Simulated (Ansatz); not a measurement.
# TaF3: the cost of one run

Program: Ansatz 0.2.0. Level of theory: DFT PBEsol+U (U_eff = 5 eV on Ta d), plane waves, PAW, no spin–orbit coupling unless a run says so. These are calculated values, not measurements.

### Step 1. The system as given

It takes space group Pm-3m (No. 221, cubic). The conventional cell has a = 3.901 Å, b = 3.901 Å, c = 3.901 Å, α = 90.00°, β = 90.00°, γ = 90.00°. Ta (site symmetry m-3m) is surrounded by 6 F at 1.95 Å. Around F (site symmetry 4/mmm) lie 2 Ta at 1.95 Å.

Structure file:

```cif
data_structure
_symmetry_space_group_name_H-M 'P 1'
_symmetry_Int_Tables_number 1
_cell_length_a 3.9012
_cell_length_b 3.9012
_cell_length_c 3.9012
_cell_angle_alpha 90.000
_cell_angle_beta 90.000
_cell_angle_gamma 90.000
_cell_volume 59.37
loop_
_atom_site_label
_atom_site_type_symbol
_atom_site_fract_x
_atom_site_fract_y
_atom_site_fract_z
_atom_site_occupancy
Ta1 Ta 0.00000 0.00000 0.00000 1
F1 F 0.50000 0.00000 0.00000 1
F2 F 0.00000 0.50000 0.00000 1
F3 F 0.00000 0.00000 0.50000 1
```

Magnetic order typed: ferromagnetic.

### Step 2. From atoms, symmetry kept, no search

File input.yaml:

```yaml
crystal:
  lattice:
    - [3.90120059, 0.0, 0.0]
    - [0.0, 3.90120059, 0.0]
    - [0.0, 0.0, 3.90120059]
  atoms:
    - { symbol: Ta, position: [0.0, 0.0, 0.0], spin: 2.0 }
    - { symbol: F, position: [0.5, 0.0, 0.0] }
    - { symbol: F, position: [0.0, 0.5, 0.0] }
    - { symbol: F, position: [0.0, 0.0, 0.5] }
basis:
  ecutwfc: 420
  ecutrho_ratio: 4
kpoints:
  mp_grid: { grid: [5, 5, 5] }
hamiltonian:
  xc: pbesol
  hubbard: { sites: [{ site: 0, l: d, u_eff: 5.0 }] }
scf:
  occupations: { method: gaussian, width: 0.05 }
  lower_state_search: "off"
  max_iter: 150
output:
  forces: true
  stress: true
  eigenvalues: true
  populations: true
  hubbard: { sites: [{ site: 0, l: d }] }
magnetization:
  spin_polarized: true
```

Command:

```bash
ansatz run input.yaml --threads 2 --pin off --max-ram 3072MiB --backend cpu --events-out ev --progress --plain --runs-dir out
```

Q: Estimate wall time and peak memory on 2 threads of Arm Neoverse N1, shared host.

About 4.1 s, with a peak of 0.31 GiB.
